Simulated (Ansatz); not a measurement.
# AsGaH3: the cost of one run

Computed with Ansatz 0.2.0, Gaussian basis. Level: cc-pVTZ, core rule «outside noble gas», up to 28 orbitals frozen.

Plan: UHF; CCSD(T) on RHF; CCSD(T) on UHF; BCCD(T) on RHF; CCSDT(Q) on RHF; CCSDT(Q) on UHF.

9 further runs of the same task are left out: 4 for a known fault of the program, 5 set aside as unsound or not needed.

**1. The system**

The geometry is a PBE0/def2-TZVP stationary point (not a proven minimum) of the parent state, kept for this charge and spin. No spin-orbit coupling is included. The filled d shell of Ga, As may be among the frozen orbitals whatever the setting's name suggests; the logs give the count.

5 atoms, charge 1, spin multiplicity 1.

Atoms are counted from 1 here; the program's logs count them from 0.

Bond lengths: Ga1–As2 2.429 Å, Ga1–H3 1.570 Å, Ga1–H4 1.571 Å, As2–H5 1.528 Å. Angles: As2–Ga1–H3 121.6°, As2–Ga1–H4 117.4°, H3–Ga1–H4 121.0°, Ga1–As2–H5 92.3°.

**2. UHF**

Input file in.yaml:

```yaml
crystal:
  periodic: [false, false, false]
  atoms:
    - {symbol: Ga, position_ang: [0.000000, 0.014415, 1.238887]}
    - {symbol: As, position_ang: [0.000000, -0.033499, -1.189827]}
    - {symbol: H, position_ang: [0.000000, 1.367489, 2.035604]}
    - {symbol: H, position_ang: [0.000000, -1.366169, 1.989099]}
    - {symbol: H, position_ang: [0.000000, 1.491546, -1.281680]}
basis:
  gaussian: {orbitals: cc-pVTZ}
total_charge: 1
magnetization: {spin_polarized: true, initial_magnetization: 0}
hamiltonian: {xc: hf}
output: {orbitals: {seedname: orbitals}}
```

Started as:

```
ansatz run in.yaml --threads 1 --pin off --events-out ev --progress --plain --max-ram 4096MiB --backend cpu
```

**Question.** How long does this run take on 1 thread of AMD EPYC 7R13, shared host, and how much memory does it need?

About 20 s, with a peak of 0.56 GiB.
